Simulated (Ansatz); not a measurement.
**Al4CoNi3: what a guessed cell relaxes into**

Aim: relax a trial structure of Al4CoNi3 and see where it ends.

Method: DFT PBE, scalar-relativistic, plane waves, PAW, in Ansatz 0.2.0.

### 1 The starting structure

It takes space group P4/mmm (No. 123, tetragonal). The conventional cell has a = 5.908 Å, b = 5.908 Å, c = 2.954 Å, α = 90.00°, β = 90.00°, γ = 90.00°. Al (site symmetry m2m) has 6 Ni at 2.56 Å and 2 Co at 2.56 Å as nearest neighbours. Co (site symmetry 4/mmm) has 8 Al at 2.56 Å as nearest neighbours. Ni (site symmetry 4/mmm) has 8 Al at 2.56 Å as nearest neighbours. Ni (site symmetry mmm) has 8 Al at 2.56 Å as nearest neighbours.

Coordinates:

```xyz
8
Lattice="5.9076 0.0000 0.0000 0.0000 5.9076 0.0000 0.0000 0.0000 2.9538" Properties=species:S:1:pos:R:3 pbc="T T T"
Al    4.4307    4.4307    0.0000
Al    4.4307    1.4769    0.0000
Al    1.4769    4.4307    0.0000
Al    1.4769    1.4769    0.0000
Co    2.9538    2.9538    1.4769
Ni    0.0000    0.0000    1.4769
Ni    0.0000    2.9538    1.4769
Ni    2.9538    0.0000    1.4769
```

The start is an ordering of an alloy on its end members' structure types: elements ordered on the sites of the AlNi type, Ni/Co on Ni (P4/mmm, No. 123).

### 2 Probe: one point on a coarse mesh

input.yaml reads:

```yaml
crystal:
  lattice:
    - [5.90762027, 0.0, 0.0]
    - [0.0, 5.90762027, 0.0]
    - [0.0, 0.0, 2.95381014]
  atoms:
    - { symbol: Al, position: [0.75, 0.75, 0.0] }
    - { symbol: Al, position: [0.75, 0.25, 0.0] }
    - { symbol: Al, position: [0.25, 0.75, 0.0] }
    - { symbol: Al, position: [0.25, 0.25, 0.0] }
    - { symbol: Co, position: [0.5, 0.5, 0.5], spin: 3.0 }
    - { symbol: Ni, position: [0.0, 0.0, 0.5], spin: 2.0 }
    - { symbol: Ni, position: [0.0, 0.5, 0.5], spin: 2.0 }
    - { symbol: Ni, position: [0.5, 0.0, 0.5], spin: 2.0 }
basis:
  ecutwfc: 420
kpoints:
  mp_grid: { grid: [4, 4, 6] }
hamiltonian:
  xc: pbe
scf:
  occupations: { method: gaussian, width: 0.1 }
  lower_state_search: "off"
output:
  forces: true
  stress: true
  eigenvalues: true
  populations: true
magnetization:
  spin_polarized: true
```

Command:

```bash
$ ansatz run input.yaml --threads 1 --pin off --max-ram 2560MiB --backend cpu --events-out ev --progress --plain --runs-dir out
```

The session goes on with these runs: rough relaxation on the coarse mesh; final relaxation.

Q: Predict the outcome of this session. Wanted: conventional cell; volume; energy over the elements; gap on the mesh; total moment.

**Answer**, as computed:

| quantity | value |
| --- | --- |
| symmetry at the end (tolerance 0.05 Å) | space group P4/mmm (No. 123) |
| conventional cell | a = 5.756 Å, b = 5.756 Å, c = 2.901 Å, α = 90.00°, β = 90.00°, γ = 90.00° |
| volume | 12.02 Å³/atom |
| energy over the elements | -0.63 eV/atom |
| gap on the mesh | none (metal) |
| total moment | 0.79 μB/cell |

**Reading.** The space group P4/mmm (No. 123) is kept, and the volume per atom shrinks by 6.7 % from the first guess. It lies below the elements, which doesn't yet make it stable: competing phases were not computed in this session. No finished test with a distortion of lower symmetry is shown, so the end may be a saddle point. Other magnetic orders were not searched.
